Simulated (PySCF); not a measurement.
# ClFGe2H5N: the cost of one run

The runs use PySCF 2.14.0, with density-fitted response routines of our own; the level of theory stands in each step. All values are computed, except where a source is named. Atoms are numbered from 0 throughout.

## (1) The molecule as given

10 atoms, charge 0, multiplicity 1; geometry from: GFN2-xTB. The atoms were then displaced at random by about 0.01 Å, so the start is not that level's minimum.

Bonds of the start (Å): F0–Ge1 1.75, Ge1–Cl2 2.07, Ge1–N3 1.84, N3–Ge4 1.80, Ge1–H5 1.51, N3–H6 1.00, Ge4–H7 1.48, Ge4–H8 1.52, Ge4–H9 1.49.

## (2) Optimising the geometry at PBE0-D3(BJ)/def2-SVP

Job settings and geometry (Å):

```
{"job": {"xc": "PBE0", "basis": "def2-SVP", "d3": "d3bj", "grid": 1, "shake": 0.01, "kind": "geom"}, "charge": 0, "multiplicity": 1}
F     -2.065520     1.415100     1.334080
Ge    -1.551960     0.350820     0.046040
Cl    -1.956230    -1.595590     0.627880
N      0.256960     0.665940    -0.124840
Ge     1.546000    -0.593340    -0.219530
H     -2.380070     0.832300    -1.116780
H      0.520000     1.582910     0.174710
H      1.158160    -1.551960    -1.272830
H      1.748080    -1.299630     1.112430
H      2.775020     0.172530    -0.582200
```

Command:

```sh
$ OMP_NUM_THREADS=1 python probes_run.py task.json out
```

One launch serves the whole session: the jobs run in the order shown.

**Question.** How long does this first job take on 1 thread of Arm Neoverse V2, shared host, and how much memory does it need?

About 2.9 min, with a peak of 0.6 GiB.
